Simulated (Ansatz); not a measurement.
# Sn7BiO16: the cost of one run

Computed with Ansatz 0.2.0 (DFT, PBE, plane-wave PAW, default files, scalar-relativistic, as far as a step names no other, unless a step's input says otherwise).

1 further run of the same task is left out (it didn't finish).

### Step 1. The structure to begin with

The structure is orthorhombic, space group Fmmm (No. 69). The conventional cell has a = 6.373 Å, b = 13.401 Å, c = 13.401 Å, α = 90.00°, β = 90.00°, γ = 90.00°. Around Bi (site symmetry mmm) lie 6 O at 2.05 to 2.06 Å. Around Sn (site symmetry mmm) lie 6 O at 2.05 to 2.06 Å. Around Sn (site symmetry 2/m) lie 6 O at 2.05 to 2.06 Å. O (site symmetry mm2) is surrounded by 2 Sn at 2.05 Å and 1 Bi at 2.06 Å. O (site symmetry mm2) is surrounded by 3 Sn at 2.05 to 2.06 Å. Around O (site symmetry m) lie 3 Sn at 2.05 to 2.06 Å. Only part of the 10 independent sites is listed.

Structure file:

```cif
data_structure
_symmetry_space_group_name_H-M 'P 1'
_symmetry_Int_Tables_number 1
_cell_length_a 7.4196
_cell_length_b 7.4196
_cell_length_c 7.4196
_cell_angle_alpha 100.629
_cell_angle_beta 100.629
_cell_angle_gamma 129.132
_cell_volume 286.13
loop_
_atom_site_label
_atom_site_type_symbol
_atom_site_fract_x
_atom_site_fract_y
_atom_site_fract_z
_atom_site_occupancy
Bi1 Bi 0.00000 0.00000 0.00000 1
Sn1 Sn 0.50000 0.50000 0.00000 1
Sn2 Sn 0.50000 0.00000 0.50000 1
Sn3 Sn 0.00000 0.50000 0.50000 1
Sn4 Sn 0.50000 0.50000 0.50000 1
Sn5 Sn 0.00000 0.00000 0.50000 1
Sn6 Sn 0.00000 0.50000 0.00000 1
Sn7 Sn 0.50000 0.00000 0.00000 1
O1 O 0.15355 0.15355 0.30710 1
O2 O 0.65355 0.65355 0.30710 1
O3 O 0.65355 0.15355 0.80710 1
O4 O 0.15355 0.65355 0.80710 1
O5 O 0.65355 0.34645 0.50000 1
O6 O 0.15355 0.84645 0.50000 1
O7 O 0.15355 0.34645 0.00000 1
O8 O 0.65355 0.84645 0.00000 1
O9 O 0.34645 0.34645 0.69290 1
O10 O 0.84645 0.84645 0.69290 1
O11 O 0.84645 0.34645 0.19290 1
O12 O 0.34645 0.84645 0.19290 1
O13 O 0.34645 0.65355 0.50000 1
O14 O 0.84645 0.15355 0.50000 1
O15 O 0.84645 0.65355 0.00000 1
O16 O 0.34645 0.15355 0.00000 1
```

Atom 1 of the input is the impurity.

### Step 2. Gradients at the starting positions

input.yaml

```yaml
crystal:
  lattice:
    - [-4.738, 4.738, 3.1865]
    - [4.738, -4.738, 3.1865]
    - [4.738, 4.738, -3.1865]
  atoms:
    - { symbol: Bi, position: [0.0, 0.0, 0.0] }
    - { symbol: Sn, position: [0.5, 0.5, 0.0] }
    - { symbol: Sn, position: [0.5, 0.0, 0.5] }
    - { symbol: Sn, position: [0.0, 0.5, 0.5] }
    - { symbol: Sn, position: [0.5, 0.5, 0.5] }
    - { symbol: Sn, position: [0.0, 0.0, 0.5] }
    - { symbol: Sn, position: [0.0, 0.5, 0.0] }
    - { symbol: Sn, position: [0.5, 0.0, 0.0] }
    - { symbol: O, position: [0.15355, 0.15355, 0.3071] }
    - { symbol: O, position: [0.65355, 0.65355, 0.3071] }
    - { symbol: O, position: [0.65355, 0.15355, 0.8071] }
    - { symbol: O, position: [0.15355, 0.65355, 0.8071] }
    - { symbol: O, position: [0.65355, 0.34645, 0.5] }
    - { symbol: O, position: [0.15355, 0.84645, 0.5] }
    - { symbol: O, position: [0.15355, 0.34645, 0.0] }
    - { symbol: O, position: [0.65355, 0.84645, 0.0] }
    - { symbol: O, position: [0.34645, 0.34645, 0.6929] }
    - { symbol: O, position: [0.84645, 0.84645, 0.6929] }
    - { symbol: O, position: [0.84645, 0.34645, 0.1929] }
    - { symbol: O, position: [0.34645, 0.84645, 0.1929] }
    - { symbol: O, position: [0.34645, 0.65355, 0.5] }
    - { symbol: O, position: [0.84645, 0.15355, 0.5] }
    - { symbol: O, position: [0.84645, 0.65355, 0.0] }
    - { symbol: O, position: [0.34645, 0.15355, 0.0] }
total_charge: -1
kpoints:
  mp_grid: { grid: [4, 4, 4] }
scf:
  occupations: { method: fermi_dirac, width: 0.01 }
hamiltonian:
  xc: pbe
  pseudopotentials: { kind: paw }
output:
  forces: true
  stress: true
  populations: true
  efg:
    quadrupole_moments_barn: { Bi: -0.516, Sn: -0.132, O: -0.02558 }
    contact_densities: true
  write_density: true
  write_potential: true
  elf: true
  volumetric_format: npy
```

Run with:

```console
$ ansatz run input.yaml --threads 1 --pin off --max-ram 3072MiB --backend cpu --events-out ev --progress --plain --runs-dir out
```

Q: Estimate wall time and peak memory on 1 thread of Arm Neoverse V2, shared host.

About 65 s, with a peak of 0.92 GiB.
